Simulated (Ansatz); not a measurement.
## H₄SeSi₂, SMILES [SiH2]1[SiH2][Se]1: an active-space calculation

Run with the Ansatz DFT code, driven from Python.

Script `h4sesi2.py`:
```python
"""Static correlation in H4SeSi2: natural occupations of an active space."""

import logging
import sys

import ansatz as az

logging.basicConfig(stream=sys.stdout, format="%(levelname)s %(message)s")
log = logging.getLogger("run")
log.setLevel(logging.INFO)

geometry_ang = [
    ("Si", [-0.924, -0.2313, -0.5018]),
    ("Si", [0.9342, -0.0223, 0.5694]),
    ("Se", [0.1384, 1.8019, -0.6109]),
    ("H", [-0.8247, -0.9383, -1.7723]),
    ("H", [-2.1655, -0.1371, 0.3236]),
    ("H", [0.8037, 0.1458, 2.0256]),
    ("H", [2.0992, -0.6868, -0.0792]),
]
system = az.Crystal.molecule()
for symbol, xyz in geometry_ang:
    system = system.atom(symbol, xyz)

model = system.calculation()
model = model.basis(gaussian="def2-SVP")
model = model.correlation(active_electrons=4, active_orbitals=4)
for method in ["sc_nevpt2"]:
    r = (model if method is None else model.correlation(method)).run().report
    space = r["configurations"]
    state = space["states"][0]
    print(method or "casscf", f"total {r['free_energy_ev'] / 27.211386246:.6f} Ha, active-space state {state['energy']['hartree']:.6f} Ha, mean field {r['reference_energy_ev'] / 27.211386246:.6f} Ha")
    print("  determinants", state["n_determinants"], " natural occupations", [round(n, 3) for n in space["natural_occupations"]])
```

Running `python h4sesi2.py` prints:
```text
sc_nevpt2 total -2979.989884 Ha, active-space state -2979.589888 Ha, mean field -2979.563023 Ha
  determinants 36  natural occupations [1.98, 1.971, 0.03, 0.02]
```

Caveats:
- Total energies depend on the basis set; only differences at equal settings carry meaning.
- The geometry is a force-field or estimated start, not a minimum of this method, and the basis set is short of its limit. The active space starts as a window about the frontier orbitals and is then optimised, not chosen by chemistry.
- Finished in 9 s on 1 thread of Intel(R) Xeon(R) 6975P-C (Granite Rapids), with other jobs on the host, peak memory 0.31 GiB.

(Lines on the test bed's own set-up are left out of the output.)
